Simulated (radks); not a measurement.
# Zr²⁰⁺ in [Ne] 3s1 3p6 3d2 4p1: an all-electron calculation

What are the levels of the zirconium ion Zr20+, how large are its shells, and how does its energy divide?

Program: radks (a radial shooting solver on a logarithmic mesh, Libxc functionals) version 1. Level of theory: Dirac Kohn-Sham, XLYP, spin-unpolarised, spherical densities, finite nucleus; open shells fill j = l - 1/2 first. These are calculated values, not measurements, unless marked.

## Step 1: The atom as given

```
element            : zirconium (Z = 40)
charge             : +20
electrons          : 20
configuration      : [Ne] 3s1 3p6 3d2 4p1
nuclear rms radius : 4.2694 fm
```

## Step 2: Self-consistent calculation

Settings of this run:

```text
Z 40
configuration [Ne] 3s1 3p6 3d2 4p1
relativity Dirac
functional xlyp
spin unpolarised
j_filling energy
nucleus finite rms 4.2694 fm
c 137.035999084
```

Run with:

```
python run_ks.py task.json out
```

This one command runs every case of the session in turn.

What does the calculation give?

As calculated:

```
                        quantity                    value
                    total energy      -3352.80324 hartree
exchange-correlation share of it                   2.65 %
                            −T/E                   1.0359
          highest occupied level        4p1/2, -476.74 eV
    most extended occupied level  4p1/2, <r> = 0.842 bohr
 radius at density 0.001 e/bohr³                1.66 bohr
    maxima of the radial density                        3
```

What this shows: The radial density shows 3 maxima for 4 occupied principal shells; where shells overlap, one shows as a shoulder or not at all. Relativity lifts −T/E to 1.036. This is not the tabulated ground configuration, so its levels and sizes aren't those of the ground state, and no measured value stands beside it.
